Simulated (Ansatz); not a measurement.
## InAg₃, space group P-6m2: the levels without and with spin-orbit coupling, step by step

Computed with Ansatz 0.2.0, Python API.

Notebook, run cell by cell (the value of a cell's last expression is shown):

```python
import ansatz as az

lattice = az.Lattice.of(
    [3.08551579, 0.0, 0.0],
    [-1.5427579, 2.67213506, 0.0],
    [0.0, 0.0, 9.473259],
)
sites = [
    ("In", [0.0, 0.0, 0.0]),
    ("Ag", [0.0, 0.0, 0.5]),
    ("Ag", [1 / 3, 2 / 3, 0.253195]),
    ("Ag", [1 / 3, 2 / 3, 0.746805]),
]
structure = az.Crystal(lattice=lattice)
for symbol, position in sites:
    structure = structure.atom(symbol, position)
```

```python
model = (
    structure.calculation()
    .functional(az.Functional.PBESOL)
    .basis(510)
    .kpoints(spacing=0.26)
    .occupations(az.OccupationsMethod.GAUSSIAN, width=0.1)
    .band_table()
)
for label, variant in (("scalar-relativistic", model), ("spin-orbit", model.spin(soc=True))):
    summary = variant.run(threads=1).report
    zero = summary["band_edges_ev"][0] if summary.get("band_edges_ev") else summary["fermi_energy_ev"]
    near = [round(e - zero, 3) for e in summary["eigenvalues_ev"][0] if abs(e - zero) < 4]
    print(label)
    print("  band edges (eV):", [round(e, 3) for e in summary.get("band_edges_ev") or []] or "none reported")
    print("  levels at k =", summary["kpoints_frac"][0], "within 4 eV of the zero:", near)
```

    scalar-relativistic
      band edges (eV): none reported
      levels at k = [0.0, 0.0, 0.0] within 4 eV of the zero: [-3.62, -3.62, -3.168, -3.168, -0.961, 1.79]
    spin-orbit
      band edges (eV): none reported
      levels at k = [0.0, 0.0, 0.0] within 4 eV of the zero: [-3.966, -3.966, -3.869, -3.869, -3.563, -3.563, -3.559, -3.559, -3.243, -3.243, -3.033, -3.033, -0.974, -0.974, 1.794, 1.794]

Notes:
- The computed bands are complete only to about 5.7 eV above the Fermi level.
- The structure comes from a database of computed cells and needn't be a stable or known phase.
- Gaps and levels are Kohn-Sham values on a finite set of k-points.
- With spin-orbit coupling each level holds one electron and, with inversion or at time-reversal points, comes in pairs; a window in energy can cut a split set.
- It ran for 32 s on 1 thread of Intel(R) Xeon(R) 6975P-C (Granite Rapids), with other jobs on the host, peak memory 0.89 GiB.
